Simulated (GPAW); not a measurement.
# Ba2Tl5V3O12 (R-3m) in GPAW: a series of runs

The runs below take Ba2Tl5V3O12 through density of states, band structure, with PBE, revPBE.

Everything below comes from runs of GPAW 26.7.0. Logs are shortened: lines on timing, memory, paths and dates and some standing lists are left out, and cuts for length are marked. The log counts tension as positive stress, the text compression.

## (1) The structure

Symmetry: R-3m, No. 166, trigonal system. Conventional cell: a = 8.474 Å, b = 8.474 Å, c = 18.385 Å, α = 90.00°, β = 90.00°, γ = 120.00°. Around Ba (site symmetry -3m) lie 12 O at 3.23 Å. Ba (site symmetry -3m) has 12 O at 3.22 Å as nearest neighbours. Around V (site symmetry 2/m) lie 4 O at 1.82 Å. Tl (site symmetry 2/m) is surrounded by 4 O at 2.36 Å. Tl (site symmetry 3m) has 3 V at 2.80 Å and 6 O at 2.84 Å and 3 Tl at 2.98 Å as nearest neighbours. O (site symmetry 1) has 1 V at 1.82 Å as nearest neighbours.

The cell was built by a generator and needn't be a form met in nature.

## (2) Density of states, PBE, collinear spin, ferromagnetic start

File run.py:

```python
import numpy as np
from ase import Atoms
from ase.dft.bandgap import bandgap
from ase.io import write
from ase.units import GPa
from ase.parallel import parprint
from gpaw import GPAW, PW

atoms = Atoms(['Ba', 'Ba', 'V', 'V', 'V', 'Tl', 'Tl', 'Tl', 'Tl', 'Tl', 'O', 'O', 'O', 'O', 'O', 'O', 'O', 'O', 'O', 'O', 'O', 'O'],
              cell=[[4.2369789974, 2.4462209647, 6.1284],
                    [-4.2369789974, 2.4462209647, 6.1284],
                    [0.0, -4.8924419294, 6.1284]],
              scaled_positions=[[0.5, 0.5, 0.5],
                                [0.0, 0.0, 0.0],
                                [0.5, 0.5, 0.0],
                                [0.0, 0.5, 0.5],
                                [0.5, 0.0, 0.5],
                                [0.0, 0.0, 0.5],
                                [0.5, 0.0, 0.0],
                                [0.0, 0.5, 0.0],
                                [0.74045, 0.74045, 0.74045],
                                [0.25955, 0.25955, 0.25955],
                                [0.71652, 0.08089, 0.41242],
                                [0.41242, 0.71652, 0.08089],
                                [0.08089, 0.41242, 0.71652],
                                [0.58758, 0.91911, 0.28348],
                                [0.91911, 0.28348, 0.58758],
                                [0.28348, 0.58758, 0.91911],
                                [0.28348, 0.91911, 0.58758],
                                [0.58758, 0.28348, 0.91911],
                                [0.91911, 0.58758, 0.28348],
                                [0.41242, 0.08089, 0.71652],
                                [0.08089, 0.71652, 0.41242],
                                [0.71652, 0.41242, 0.08089]],
              pbc=True)
atoms.set_initial_magnetic_moments([0.0, 0.0, 2.0, 2.0, 2.0, 0.0, 0.0, 0.0, 0.0, 0.0, 0.0, 0.0, 0.0, 0.0, 0.0, 0.0, 0.0, 0.0, 0.0, 0.0, 0.0, 0.0])

calc = GPAW(mode=PW(800),
            xc='PBE',
            kpts={'size': (3, 3, 3), 'gamma': True},
            occupations={'name': 'fermi-dirac', 'width': 0.05},
            nbands=153,
            convergence={'density': 1e-05, 'energy': 1e-05},
            maxiter=150,
            txt='gpaw.txt')
atoms.calc = calc
energy = atoms.get_potential_energy()
forces = atoms.get_forces()
stress = atoms.get_stress()
calc.write('gs.gpw')
write('result.traj', atoms)
parprint(f'Energy: {energy:.6f} eV')
parprint('Forces (eV/A):')
parprint(forces.round(4))
parprint('Stress (GPa):', (stress / GPa).round(3))
parprint('Moments:', calc.get_magnetic_moments().round(3))
parprint('Fermi level:', round(calc.get_fermi_level(), 4), 'eV')
parprint(f'Gap: {bandgap(calc)[0]:.4f} eV, direct: {bandgap(calc, direct=True)[0]:.4f} eV')

dense = calc.fixed_density(kpts={'size': (4, 4, 4), 'gamma': True}, update_fermi_level=True,
                           nbands=225, convergence={'bands': 'CBM+6.0', 'eigenstates': 1e-6}, txt='dos.txt')
ef = dense.get_fermi_level()
dos = dense.dos(shift_fermi_level=False)
energies = np.linspace(ef - 14, ef + 6, 401)
spins = [0, 1]
columns = [energies] + [dos.raw_dos(energies, spin=s, width=0.2) for s in spins]
for symbol, l in [('Ba', 0), ('Ba', 1), ('Ba', 2), ('O', 0), ('O', 1), ('Tl', 0), ('Tl', 1), ('Tl', 2), ('V', 0), ('V', 1), ('V', 2)]:
    for s in spins:
        columns.append(sum(dos.raw_pdos(energies, a=a.index, l=l, spin=s, width=0.2)
                           for a in atoms if a.symbol == symbol))
np.savetxt('dos.dat', np.array(columns).T, fmt='%.4f')
parprint('Fermi level on the dense mesh:', round(ef, 4), 'eV')
```

Potentials or basis: GPAW PAW data sets (gpaw-data 1.2.1), pw.

Launch:

```sh
> OMP_NUM_THREADS=1 mpirun -n 8 gpaw python run.py
```

gpaw.txt:

```text
__  _  _
 | _ |_)|_||  |
 |__||  | ||/\| - 26.7.0

Input parameters:
  mode=PW(ecut=800.0),
  convergence={'density': 1e-05, 'energy': 1e-05},
  kpts=MonkhorstPack(size=(3, 3, 3), gamma=True),
  maxiter=150,
  nbands=153,
  occupations=Occupations(name='fermi-dirac', width=0.05),
  xc=XC(name='PBE')

Diagonalizing LCAO Hamiltonian
Converting LCAO to pw mode

               Tl

             O      O
        O             O

           O     O
             O Ba  O

        O       V     O
          O      O
         V          V
               Tl
          Tl         Tl

              Tl

               Ba

Atoms  # Å, Bohr magnetons
|    | symbol |         x |         y |         z |    initial magnetic moments |
|----|--------|-----------|-----------|-----------|-----------------------------|
|  0 |     Ba |  0.000000 |  0.000000 |  9.192600 | ( 0.0000,  0.0000,  0.0000) |
|  1 |     Ba |  0.000000 |  0.000000 |  0.000000 | ( 0.0000,  0.0000,  0.0000) |
|  2 |      V |  0.000000 |  2.446221 |  6.128400 | ( 0.0000,  0.0000,  2.0000) |
|  3 |      V | -2.118489 | -1.223110 |  6.128400 | ( 0.0000,  0.0000,  2.0000) |
|  4 |      V |  2.118489 | -1.223110 |  6.128400 | ( 0.0000,  0.0000,  2.0000) |
|  5 |     Tl |  0.000000 | -2.446221 |  3.064200 | ( 0.0000,  0.0000,  0.0000) |
[... 14 lines left out ...]
| 20 |      O | -2.693151 | -0.067100 |  7.414322 | ( 0.0000,  0.0000,  0.0000) |
| 21 |      O |  1.288465 |  2.365887 |  7.414322 | ( 0.0000,  0.0000,  0.0000) |

Unit cell  # Å
| periodic |         x |         y |        z |  lengths |    angles |
|----------|-----------|-----------|----------|----------|-----------|
|      yes |  4.236979 |  2.446221 | 6.128400 | 7.841765 | 65.409403 |
|      yes | -4.236979 |  2.446221 | 6.128400 | 7.841765 | 65.409403 |
|      yes |  0.000000 | -4.892442 | 6.128400 | 7.841765 | 65.409403 |

Number of symmetries: 12
Symmetry operations  # r_c * U_cc + t_c -> r_c
|    | kind |            matrix            |
|----|------|------------------------------|
|  0 |  E   |  1, 0, 0,  0, 1, 0,  0, 0, 1 |
|  1 |  σ   |  1, 0, 0,  0, 0, 1,  0, 1, 0 |
|  2 |  σ   |  0, 1, 0,  1, 0, 0,  0, 0, 1 |
|  3 |  C3  |  0, 1, 0,  0, 0, 1,  1, 0, 0 |
|  4 |  C3  |  0, 0, 1,  1, 0, 0,  0, 1, 0 |
|  5 |  σ   |  0, 0, 1,  0, 1, 0,  1, 0, 0 |
|  6 |  C2  |  0, 0,-1,  0,-1, 0, -1, 0, 0 |
|  7 |  S6  |  0, 0,-1, -1, 0, 0,  0,-1, 0 |
|  8 |  S6  |  0,-1, 0,  0, 0,-1, -1, 0, 0 |
|  9 |  C2  |  0,-1, 0, -1, 0, 0,  0, 0,-1 |
| 10 |  C2  | -1, 0, 0,  0, 0,-1,  0,-1, 0 |
| 11 |  i   | -1, 0, 0,  0,-1, 0,  0, 0,-1 |

BZ-sampling:
  Number of BZ points: 27
  Number of IBZ points: 6

  Monkhorst-Pack size: [3, 3, 3]
  Monkhorst-Pack shift: [0, 0, 0]

K-points  # in reciprocal-cell coordinates
|   |                                coordinates |     weight |
|---|--------------------------------------------|------------|
| 0 | (  0.00000000,   0.00000000,   0.00000000) | 0.03703704 |
| 1 | (  0.33333333,   0.00000000,  -0.33333333) | 0.22222222 |
| 2 | (  0.33333333,   0.00000000,   0.00000000) | 0.22222222 |
[... 128 lines left out ...]

eigensolver:
  PPCG
  Converge bands: occupied
  niter=2

density mixing:
  MSR1-Mixer
  Pratt-step length: 0.05
  Maximum mixing coefficient: 0.75
  Old densities: 10
  SVD Regularization: 0.005
  Good broyden scale: 1.0
  Trust region scale: 1.0
  Backstep threshold: 4.0
  History deletion threshold: 6.0
  Fourier metric: weight=20.0, sigma=0.015

occupation numbers:
  Fermi-Dirac:
    width: 0.0500  # eV

poisson solver:
  ecut: 6400.0  # eV

xc functional:
  name: PBE with 2 nearest neighbor stencil

convergence criteria:
- Maximum integral of absolute [dens]ity change: 1e-05 electrons / valence electron
- Maximum [total energy] change in last 3 cyles: 1e-05 eV / valence electron
- Maximum integral of absolute [eigenst]ate change: 4e-08 eV^2 / valence electron
maximum number of iterations: 150

SCF iterations
|iter     | |      energy | eigst |  dens |  magmom |
|---------|-|-------------|-------|-------|---------|
|iter:   1| | -156.298167 | +0.54 |       |  +6.0166|
|iter:   2| | -146.237652 | -0.59 | -0.80 |  +5.7226|
|iter:   3| | -132.085494 | -0.28 | -0.90 |  +4.9817|
|iter:   4| | -131.463506 | -1.08 | -1.21 |  +4.0338|
|iter:   5| | -131.887741 | -1.57 | -1.45 |  +2.2854|
|iter:   6| | -131.747391 | -2.23 | -1.66 |  +1.6392|
|iter:   7| | -131.775028 | -2.95 | -2.24 |  +1.3186|
|iter:   8| | -131.781193 | -3.55 | -2.43 |  +1.1954|
|iter:   9| | -131.782046 | -4.13 | -2.74 |  +1.1775|
|iter:  10| | -131.782260c| -4.60 | -3.07 |  +1.1726|
|iter:  11| | -131.782235c| -5.13 | -3.42 |  +1.1719|
|iter:  12| | -131.782119c| -5.80 | -3.87 |  +1.1706|
|iter:  13| | -131.782146c| -6.61 | -4.20 |  +1.1711|
|iter:  14| | -131.782122c| -7.29 | -4.51 |  +1.1715|
|iter:  15| | -131.782119c| -7.72c| -5.08c|  +1.1719|

Converged in 15 steps
Energy contributions relative to reference atoms: (reference = -3294732.300680)

Energy contributions:
  Kinetic:         130.093214
  Coulomb:        -138.591467
  Zero:              2.727738
  External:          0.000000
  Xc:             -125.983719
  Entropy:          -0.055769
  Spinorbit:         0.000000
  ----------------------------
  Free energy:    -131.810003
  Extrapolated:   -131.782119

dipole moment: (0.000000, -0.000000, -306.514178)  # |e|*Ang

Total magnetic moment: (0.000000, 0.000000, 1.171883)

Local magnetic moments
|        x |        y |         z |
|----------|----------|-----------|
| 0.000000 | 0.000000 |  0.000760 |  # Ba   0
| 0.000000 | 0.000000 | -0.000719 |  # Ba   1
| 0.000000 | 0.000000 |  0.338893 |  # V    2
| 0.000000 | 0.000000 |  0.338893 |  # V    3
| 0.000000 | 0.000000 |  0.338893 |  # V    4
| 0.000000 | 0.000000 |  0.001618 |  # Tl   5
[... 14 lines left out ...]
| 0.000000 | 0.000000 | -0.009984 |  # O   20
| 0.000000 | 0.000000 | -0.009984 |  # O   21

Fermi level: 5.599
Eigenvalues  # (at kpt = [0.000, 0.000, 0.000])
| band index |      eig [eV] | occ [0-1] |      eig [eV] | occ [0-1] |
|------------|---------------|-----------|---------------|-----------|
|          0 |       -59.480 |     1.000 |       -59.145 |     1.000 |
|        ... |               |           |               |           |
|         92 |         4.232 |     1.000 |         4.258 |     1.000 |
|         93 |         4.346 |     1.000 |         4.316 |     1.000 |
|         94 |         4.671 |     1.000 |         4.645 |     1.000 |
|         95 |         5.073 |     1.000 |         5.126 |     1.000 |
|         96 |         5.073 |     1.000 |         5.126 |     1.000 |
|         97 |         5.223 |     0.999 |         5.207 |     1.000 |
[... 8 lines left out ...]
|        106 |         7.512 |     0.000 |         7.667 |     0.000 |
|        107 |         7.522 |     0.000 |         7.681 |     0.000 |
|        ... |               |           |               |           |
|        152 |        18.008 |     0.000 |        18.841 |     0.000 |

No gap
No difference between direct/indirect transitions

Forces  # eV/Ang
|        x |        y |        z |
|----------|----------|----------|
|  0.00000 |  0.00000 |  0.00000 |  # Ba   0
|  0.00000 | -0.00000 | -0.00000 |  # Ba   1
|  0.00000 |  0.00000 |  0.00000 |  # V    2
|  0.00000 |  0.00000 | -0.00000 |  # V    3
|  0.00000 |  0.00000 |  0.00000 |  # V    4
|  0.00000 |  0.00000 |  0.00000 |  # Tl   5
[... 14 lines left out ...]
| -0.11953 |  0.15451 |  0.20485 |  # O   20
|  0.19357 |  0.02626 |  0.20485 |  # O   21

Stress tensor  # eV/Ang^3
|         x |         y |         z |
|-----------|-----------|-----------|
| -0.001793 | -0.000000 | -0.000000 |
|  0.000000 | -0.001793 |  0.000000 |
| -0.000000 |  0.000000 | -0.003481 |

# Writing to gs.gpw (mode='')
```

It took 14 min on 8 MPI ranks of AMD EPYC 7R43 (Zen 3), shared host; peak memory 1 GiB.

Results:

```
Free energy                          : -131.8100 eV
Pressure                             : 0.4 GPa
Largest force                        : 0.283 eV/Å
Band gap on the k mesh               : none (metal or under the smearing width)
Net moment                           : 1.17 μB per cell
Site moments                         : Ba +0.00, -0.00; V +0.34; Tl +0.00, +0.02; O -0.01 μB
Density of states at the Fermi level : 5.73 states/eV per cell
```

Forces on the atoms (eV/Å):
```
Ba   0.000  0.000  0.000
Ba   0.000  0.000  0.000
V    0.000  0.000  0.000
V    0.000  0.000  0.000
V    0.000  0.000  0.000
Tl   0.000  0.000  0.000
Tl   0.000  0.000  0.000
Tl   0.000  0.000  0.000
Tl   0.000  0.000  0.043
Tl   0.000  0.000 -0.043
O    0.120  0.155  0.205
O   -0.194  0.026  0.205
O    0.074 -0.181  0.205
O    0.074  0.181 -0.205
O    0.120 -0.155 -0.205
O   -0.194 -0.026 -0.205
O   -0.120 -0.155 -0.205
O    0.194 -0.026 -0.205
O   -0.074  0.181 -0.205
O   -0.074 -0.181  0.205
O   -0.120  0.155  0.205
O    0.194  0.026  0.205
```

Stress tensor (GPa, compression positive):
```
0.29 0.00 0.00
0.00 0.29 0.00
0.00 0.00 0.56
```

Levels at points of the mesh, in eV from the Fermi level:
Spin up:
| k point | band 96 | band 97 | band 98 | band 99 | band 100 | band 101 | band 102 | band 103 |
| --- | --- | --- | --- | --- | --- | --- | --- | --- |
| (0.00, 0.00, 0.00) | -0.53 | -0.53 | -0.38 | -0.08 | -0.08 | -0.08 | 1.00 | 1.53 |
Spin down:
| k point | band 95 | band 96 | band 97 | band 98 | band 99 | band 100 |
| --- | --- | --- | --- | --- | --- | --- |
| (0.00, 0.00, 0.00) | -0.95 | -0.47 | -0.47 | -0.39 | -0.03 | 0.56 |

States per cell in windows of 1 eV (zero at the Fermi level; states under -8 eV left out):
| from (eV) | up | down |
| --- | --- | --- |
| -8.0 | 1.83 | 1.74 |
| -7.0 | 1.17 | 1.20 |
| -6.0 | 1.95 | 1.98 |
| -5.0 | 6.44 | 6.10 |
| -4.0 | 7.86 | 8.05 |
| -3.0 | 8.00 | 8.12 |
| -2.0 | 8.71 | 8.61 |
| -1.0 | 5.49 | 4.62 |
| 0.0 | 2.54 | 3.10 |
| 1.0 | 7.35 | 6.12 |
| 2.0 | 3.97 | 5.46 |
| 3.0 | 1.99 | 2.02 |
| 4.0 | 4.76 | 4.52 |
| 5.0 | 7.23 | 7.15 |

Caveat: semilocal functionals often make such compounds metallic where correlation or magnetic order opens a gap, which also shifts bond lengths.

## (3) Band structure, revPBE, collinear spin, ferromagnetic start

run.py, as its differences from that of step 2:

```diff
@@ -1,2 +1 @@
-import numpy as np
 from ase import Atoms
@@ -38,3 +37,3 @@
 calc = GPAW(mode=PW(800),
-            xc='PBE',
+            xc='revPBE',
             kpts={'size': (3, 3, 3), 'gamma': True},
@@ -59,14 +58,7 @@
 
-dense = calc.fixed_density(kpts={'size': (4, 4, 4), 'gamma': True}, update_fermi_level=True,
-                           nbands=225, convergence={'bands': 'CBM+6.0', 'eigenstates': 1e-6}, txt='dos.txt')
-ef = dense.get_fermi_level()
-dos = dense.dos(shift_fermi_level=False)
-energies = np.linspace(ef - 14, ef + 6, 401)
-spins = [0, 1]
-columns = [energies] + [dos.raw_dos(energies, spin=s, width=0.2) for s in spins]
-for symbol, l in [('Ba', 0), ('Ba', 1), ('Ba', 2), ('O', 0), ('O', 1), ('Tl', 0), ('Tl', 1), ('Tl', 2), ('V', 0), ('V', 1), ('V', 2)]:
-    for s in spins:
-        columns.append(sum(dos.raw_pdos(energies, a=a.index, l=l, spin=s, width=0.2)
-                           for a in atoms if a.symbol == symbol))
-np.savetxt('dos.dat', np.array(columns).T, fmt='%.4f')
-parprint('Fermi level on the dense mesh:', round(ef, 4), 'eV')
+path = atoms.cell.bandpath('GLB1,BZGX,QFP1Z,LP', npoints=100, eps=1e-4)
+bs_calc = calc.fixed_density(kpts=path, symmetry='off', nbands=225,
+                             convergence={'bands': 'CBM+6.0', 'eigenstates': 1e-6}, txt='bands.txt')
+bs = bs_calc.band_structure()
+bs.write('bs.json')
+parprint(f'Gap on the path: {bandgap(bs_calc)[0]:.4f} eV')
```

Potentials or basis: the program's PAW data sets (release 1.2.1) made for this functional, pw.

Launch:

```sh
> OMP_NUM_THREADS=1 mpirun -n 8 gpaw python run.py
```

Run time: 29 min. Hardware: 8 MPI ranks of Intel Xeon 6975P-C (Granite Rapids), shared host; peak memory 2.9 GiB.

The run converged. Its results:

```
Free energy             : -124.3296 eV
Pressure                : 3.0 GPa
Largest force           : 0.475 eV/Å
Band gap along the path : none (metal or under the smearing width)
Net moment              : 1.22 μB per cell
Site moments            : Ba +0.00, -0.00; V +0.36; Tl +0.00, +0.02; O -0.01 μB
```

Forces on the atoms (eV/Å):
```
Ba   0.000  0.000  0.000
Ba   0.000  0.000  0.000
V    0.000  0.000  0.000
V    0.000  0.000  0.000
V    0.000  0.000  0.000
Tl   0.000  0.000  0.000
Tl   0.000  0.000  0.000
Tl   0.000  0.000  0.000
Tl   0.000  0.000  0.026
Tl   0.000  0.000 -0.026
O    0.161  0.294  0.336
O   -0.335 -0.008  0.336
O    0.174 -0.287  0.336
O    0.174  0.287 -0.336
O    0.161 -0.294 -0.336
O   -0.335  0.008 -0.336
O   -0.161 -0.294 -0.336
O    0.335  0.008 -0.336
O   -0.174  0.287 -0.336
O   -0.174 -0.287  0.336
O   -0.161  0.294  0.336
O    0.335 -0.008  0.336
```

Stress tensor (GPa, compression positive):
```
2.73 0.00 0.00
0.00 2.73 0.00
0.00 0.00 3.44
```

Levels at the corners of the path, in eV from the Fermi level:
Spin up:
| point | band 95 | band 96 | band 97 | band 98 | band 99 | band 100 | band 101 | band 102 |
| --- | --- | --- | --- | --- | --- | --- | --- | --- |
| Γ | -0.93 | -0.53 | -0.53 | -0.39 | -0.11 | -0.10 | -0.09 | 1.00 |
| L | -0.71 | -0.70 | -0.65 | -0.27 | -0.02 | 0.26 | 0.48 | 1.30 |
| B1 | -0.80 | -0.80 | -0.72 | -0.22 | 0.30 | 0.72 | 0.76 | 1.36 |
| B | -0.80 | -0.80 | -0.72 | -0.22 | 0.30 | 0.72 | 0.76 | 1.36 |
| Z | -0.89 | -0.70 | -0.19 | -0.18 | -0.18 | 0.79 | 0.79 | 1.17 |
| Γ | -0.93 | -0.53 | -0.53 | -0.39 | -0.11 | -0.10 | -0.09 | 1.00 |
| X | -0.81 | -0.80 | -0.63 | -0.27 | 0.15 | 0.78 | 0.89 | 1.39 |
| Q | -0.81 | -0.80 | -0.63 | -0.27 | 0.15 | 0.78 | 0.89 | 1.39 |
| F | -0.76 | -0.75 | -0.59 | -0.15 | 0.18 | 0.98 | 0.98 | 1.10 |
| P1 | -0.84 | -0.76 | -0.70 | -0.18 | 0.40 | 0.53 | 0.75 | 1.33 |
| Z | -0.89 | -0.70 | -0.19 | -0.18 | -0.18 | 0.79 | 0.79 | 1.17 |
| L | -0.71 | -0.70 | -0.65 | -0.27 | -0.02 | 0.26 | 0.48 | 1.30 |
| P | -0.84 | -0.76 | -0.70 | -0.18 | 0.40 | 0.53 | 0.75 | 1.33 |
Spin down:
```csv
point,band 94,band 95,band 96,band 97,band 98,band 99,band 100,band 101
Γ,-1.29,-0.96,-0.47,-0.47,-0.41,-0.03,0.60,0.61
L,-0.92,-0.72,-0.66,-0.60,0.09,0.29,0.39,0.67
B1,-0.86,-0.78,-0.69,-0.61,0.33,0.35,0.89,1.14
B,-0.86,-0.78,-0.69,-0.61,0.33,0.35,0.89,1.14
Z,-1.04,-0.93,-0.72,-0.16,0.51,0.51,0.79,0.79
Γ,-1.29,-0.96,-0.47,-0.47,-0.41,-0.03,0.60,0.61
X,-0.81,-0.79,-0.65,-0.59,0.12,0.40,0.98,1.10
Q,-0.81,-0.79,-0.65,-0.59,0.12,0.40,0.98,1.10
F,-0.85,-0.76,-0.58,-0.53,0.16,0.60,1.12,1.21
P1,-0.92,-0.77,-0.74,-0.54,0.35,0.58,0.66,1.10
Z,-1.04,-0.93,-0.72,-0.16,0.51,0.51,0.79,0.79
L,-0.92,-0.72,-0.66,-0.60,0.09,0.29,0.39,0.67
P,-0.92,-0.77,-0.74,-0.54,0.35,0.58,0.66,1.10
```

Caveat: spin-orbit coupling is left out, which moves the levels of the heavy elements; semilocal functionals often make such compounds metallic where correlation or magnetic order opens a gap, which also shifts bond lengths.
